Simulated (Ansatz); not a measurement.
## BiTe under changes of volume

One of the cells (33.725 Å³/atom); the others are scaled copies at fixed shape and fractional positions:

```
Bi Te
1.0
     2.42271    1.39875    3.31729
    -2.42271    1.39875    3.31729
     0.00000   -2.79750    3.31729
Bi Te
1 1
Cartesian
  0.0000 0.0000 4.9759
  0.0000 0.0000 0.0000
```

The cell comes from a database or a generator and needn't be the stable form of this composition.

```yaml
Program: Ansatz 0.2.0
Functional: HSE06
Potentials_or_basis: Ansatz PAW
Cutoff: "420 eV (not typed: the program's choice for these potentials)"
k_mesh: 4 × 4 × 4
Occupations: fermi-dirac, width 0.05 eV
Spin: no spin polarisation
```

```csv
volume (Å³/atom),energy over the lowest point (meV/atom),pressure (GPa)
31.701,4.17,1.6
32.376,0.00,0.4
33.050,0.95,-0.8
33.725,6.42,-1.8
34.399,?,?
35.074,28.94,-3.4
35.748,45.00,-4.1
```

Problem. What does the run at 34.399 Å³/atom give?

Solution. Energy over the lowest point 15.91 meV/atom; pressure -2.7 GPa.

Worked out: A Birch-Murnaghan fit of order 3 (a polynomial in V^(-2/3)) to the other rows has its minimum at 32.58 Å³/atom with B0 = V·E''(V) = 57 GPa and B' = 5.1 at fixed shape and positions, which overstates the stiffness. It gives 15.91 meV/atom at 34.399 Å³/atom, against the run's 15.91, and -dE/dV = -2.7 GPa, against -2.7.

Energies are extrapolated to zero smearing.

Caveats: all runs use coarse meshes; the PAW data sets come from PBE, with cores solved anew for the run's functional, which leaves a small shift of forces and pressure; the thresholds are loose for stress.
